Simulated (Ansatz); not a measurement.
Debugging an atomisation energy of CH8BNSi, SMILES NBC[SiH3] (Ansatz 0.2.0 through its Python package).

`run_tae.py`
```python
'''Energy to split CH8BNSi into its atoms.'''

from collections import Counter

import ansatz

BASIS_SET = 'def2-TZVPP'
XC = 'pbe0'
VDW = 'd3bj'


def energy_of(molecule, charge=0, unpaired=0):
    calc = molecule.calculation().basis(gaussian=BASIS_SET).functional(XC, dispersion=VDW)
    if charge:
        calc = calc.charge(charge)
    if unpaired:
        calc = calc.spin('collinear', total=unpaired)
    report = calc.report
    if report['published_state_doubts']:
        print('  doubts:', report['published_state_doubts'])
    return report['free_energy_ev']

GEOMETRY = '''
N    -1.75800    1.24760    0.03300
B    -0.34410    0.95240    0.24150
C     0.04760   -0.49910    0.70180
Si    1.25850   -1.27530   -0.57350
H    -1.89510    1.61450   -0.98360
H    -2.02820    2.12190    0.63640
H     0.51490    1.78250    0.06920
H    -0.78480   -1.11270    0.84630
H     0.63150   -0.41420    1.72040
H     2.39410   -0.46470   -0.72660
H     0.45070   -1.38390   -1.82530
H     1.58990   -2.62420   -0.10570
'''


def main() -> None:
    ch8bnsi = ansatz.Crystal.molecule()
    for line in GEOMETRY.strip().splitlines():
        symbol, *xyz = line.split()
        ch8bnsi = ch8bnsi.atom(symbol, [float(v) for v in xyz])

    # Hund ground states
    unpaired = {'N': 3, 'B': 1, 'C': 2, 'Si': 2, 'H': 1}
    counts = Counter(site.symbol for site in ch8bnsi.cartesian_sites)
    atom_energy = {s: energy_of(ansatz.Crystal.molecule().atom(s, (0, 0, 0)), 0, unpaired[s]) for s in counts}
    whole = energy_of(ch8bnsi, 0, 0)
    for s, e in atom_energy.items():
        print(f'{s:2s} x{counts[s]}  {e:14.5f} eV')
    print(f'CH8BNSi: {whole:.5f} eV')
    split = sum(counts[s] * e for s, e in atom_energy.items()) - whole
    print(f'atomisation energy (no zero-point term): {23.060548 * split:.1f} kcal/mol, {split / sum(counts.values()):.3f} eV an atom')


if __name__ == '__main__':
    main()
```

```console
$ python run_tae.py
Traceback (most recent call last):
  File "run_tae.py", line 58, in <module>
    main()
    ~~~~^^
  File "run_tae.py", line 48, in main
    atom_energy = {s: energy_of(ansatz.Crystal.molecule().atom(s, (0, 0, 0)), 0, unpaired[s]) for s in counts}
                      ~~~~~~~~~^^^^^^^^^^^^^^^^^^^^^^^^^^^^^^^^^^^^^^^^^^^^^^^^^^^^^^^^^^^^^^
  File "run_tae.py", line 18, in energy_of
    report = calc.report
             ^^^^^^^^^^^
AttributeError: 'Calculation' object has no attribute 'report'
```

Find the fault and give the corrected script.

The fault: the calculation is never run. The change:

```diff
--- before
+++ after
@@ -17,3 +17,3 @@
         calc = calc.spin('collinear', total=unpaired)
-    report = calc.report
+    report = calc.run(threads=1, backend='cpu').report
     if report['published_state_doubts']:
```

The mended script runs so:

Running `python run_tae.py` prints:
```text
N  x1     -1484.21287 eV
B  x1      -669.89743 eV
C  x1     -1028.73662 eV
Si x1     -7870.87931 eV
H  x8       -13.63389 eV
CH8BNSi: -11205.32439 eV
atomisation energy (no zero-point term): 980.7 kcal/mol, 3.544 eV an atom
```

Notes:
- Total energies depend on the basis set; only differences at equal settings carry meaning.
- The geometry is a force-field or estimated start, not a minimum of this method, and the basis set is short of its limit. All parts are taken at fixed geometry, without zero-point energy.
- It ran for 9.2 s on 1 thread of Arm Neoverse V1 (shared host), peak memory 0.48 GiB.

(Lines on the test bed's own set-up are left out of the output.)
